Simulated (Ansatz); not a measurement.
# CH2FNSi (SMILES FC1=N[SiH2]1): PBE/6-311+G(d,p)

What is the vertical electron affinity of CH2FNSi at PBE/6-311+G**? 

The results are computed with Ansatz 0.2.0.

93 further runs of the same task are left out: 93 set aside as unsound or not needed.

## (1) The system as given

CH2FNSi: 6 atoms, total charge 0, spin state singlet. SMILES: `FC1=N[SiH2]1`. The shape is that of a PBE0-D4/def2-TZVP optimisation.

Bond lengths: F1–C2 1.313 Å, C2–N3 1.261 Å, C2–Si4 1.766 Å, N3–Si4 1.801 Å, Si4–H5 1.477 Å, Si4–H6 1.477 Å. Angles: F1–C2–N3 128.8°, F1–C2–Si4 160.4°, N3–C2–Si4 70.8°, C2–N3–Si4 67.8°, C2–Si4–N3 41.4°, C2–Si4–H5 122.2°, C2–Si4–H6 122.2°, N3–Si4–H5 118.8°, N3–Si4–H6 118.8°, H5–Si4–H6 113.7°.

## (2) The energy at PBE/6-311+G(d,p)

The input, job.yaml:

```yaml
crystal:
  periodic: [false, false, false]
  atoms:
    - {symbol: F, position_ang: [1.423100, -1.608300, 0.851500]}
    - {symbol: C, position_ang: [0.513000, -0.815400, 0.333600]}
    - {symbol: N, position_ang: [-0.624100, -1.110900, -0.124500]}
    - {symbol: Si, position_ang: [-0.284400, 0.654600, -0.233900]}
    - {symbol: H, position_ang: [0.001700, 1.243400, -1.557500]}
    - {symbol: H, position_ang: [-0.987300, 1.572700, 0.684600]}
basis:
  gaussian:
    orbitals: 6-311+G_st__st_-spherical.json
hamiltonian:
  xc: pbe
accuracy: high
output:
  orbitals: {seedname: orbitals}
```

The basis set 6-311+G** is read from a file made from the Basis Set Exchange's data (not shown).

On the command line:

```bash
$ ansatz run job.yaml --threads 1 --pin off --max-ram 3480MiB --events-out events.jsonl --progress --plain --runs-dir runs
```

Output:

```text
Warning: RAYON_NUM_THREADS=1 ignored (pool sized by the plan → 1); use --threads N
Functional definition: PBE
  name "PBE"
  parameter kappa = 0.804
  parameter beta = 0.06672455060314922
  exchange = pbe_x(kappa = kappa, mu = beta*pi^2/3)
  correlation = pbe_c(beta = beta)
1948 factors; integrals over basis functions are off by at most 3.8e-9 eV
mean field evaluation 1: about -13134.5248 eV, gradient 6.8e1 eV
mean field evaluation 2: about -13057.9125 eV, gradient 1.5e2 eV
mean field evaluation 4: about -13143.2791 eV, gradient 2.3e1 eV
mean field evaluation 8: about -13144.3240 eV, gradient 2.4e-1 eV
mean field evaluation 16: about -13144.3212 eV, gradient 5.9e-6 eV
mean field -13144.32122828 eV, -483.0448955984 hartree, gradient 6.2e-8 eV, S^2 0.000000; 0 other end points of the search recorded, 0 dependent functions left out
reference -13144.32123365 eV, -483.0448957956 hartree; 19, 19 occupied and 89, 89 virtual orbitals, 1948 factors
Total energy: -13144.32123365 eV, -483.0448957956 hartree
```

Wall time 6.6 s (1 thread of Arm Neoverse V1, shared host); peak memory 0.26 GiB.

## (3) The doublet anion, same level

The input, job.yaml:

```yaml
basis:
  gaussian: {orbitals: 6-311+G_st__st_-spherical.json}
crystal:
  periodic: [false, false, false]
  atoms:
    - {symbol: F, position_ang: [1.423100, -1.608300, 0.851500]}
    - {symbol: C, position_ang: [0.513000, -0.815400, 0.333600]}
    - {symbol: "N", position_ang: [-0.624100, -1.110900, -0.124500]}
    - {symbol: Si, position_ang: [-0.284400, 0.654600, -0.233900]}
    - {symbol: H, position_ang: [0.001700, 1.243400, -1.557500]}
    - {symbol: H, position_ang: [-0.987300, 1.572700, 0.684600]}
total_charge: -1
magnetization: {spin_polarized: true, initial_magnetization: 1}
hamiltonian: {xc: {name: PBE}}
accuracy: high
output: {orbitals: {seedname: orbitals}}
```

The basis set 6-311+G** is read from a file made from the Basis Set Exchange's data (not shown).

On the command line:

```bash
$ ansatz run job.yaml --threads 1 --pin off --max-ram 3480MiB --events-out events.jsonl --progress --plain --runs-dir runs
```

Output, shortened:

```text
Warning: RAYON_NUM_THREADS=1 ignored (pool sized by the plan → 1); use --threads N
[... 6 set-up lines as earlier in the session ...]
1947 factors; integrals over basis functions are off by at most 3.8e-9 eV
mean field evaluation 1: about -13133.4849 eV, gradient 5.2e1 eV
mean field evaluation 2: about -13043.0383 eV, gradient 1.4e2 eV
mean field evaluation 4: about -13141.1720 eV, gradient 2.7e1 eV
mean field evaluation 8: about -13144.0905 eV, gradient 1.4e-1 eV
mean field evaluation 16: about -13144.0880 eV, gradient 2.3e-4 eV
mean field evaluation 32: about -13142.3798 eV, gradient 2.9e0 eV
mean field -13144.08800437 eV, -483.0363247777 hartree, gradient 8.3e-8 eV, S^2 0.751625; 8 other end points of the search recorded, 0 dependent functions left out
reference -13144.08800810 eV, -483.0363249149 hartree; 20, 19 occupied and 88, 89 virtual orbitals, 1947 factors
Total energy: -13144.08800810 eV, -483.0363249149 hartree
```

Run time: 19 s. Hardware: 1 thread of Arm Neoverse V1, shared host; peak memory 0.35 GiB.

## (4) Summary of results

At PBE/6-311+G**:

```
                                         quantity          value
                    singlet CH2FNSi: total energy  -483.04490 Eh
                     singlet CH2FNSi: HOMO energy       -6.39 eV
                     singlet CH2FNSi: LUMO energy       -2.05 eV
                   singlet CH2FNSi: HOMO–LUMO gap        4.34 eV
                      doublet anion: total energy  -483.03632 Eh
doublet anion: HOMO energy (highest over α and β)        2.27 eV
 doublet anion: LUMO energy (lowest over α and β)        2.93 eV
                              doublet anion: ⟨S²⟩          0.752
vertical electron affinity (to the doublet anion)      -0.233 eV
```

In words: The anion lies 0.23 eV (5.4 kcal/mol) above the neutral: the electron isn't bound at this level, and such a value depends on the basis. The HOMO (doublet anion) lies at positive energy, 2.27 eV, as semi-local functionals often give for anions; only total energies tell whether the electron is bound.
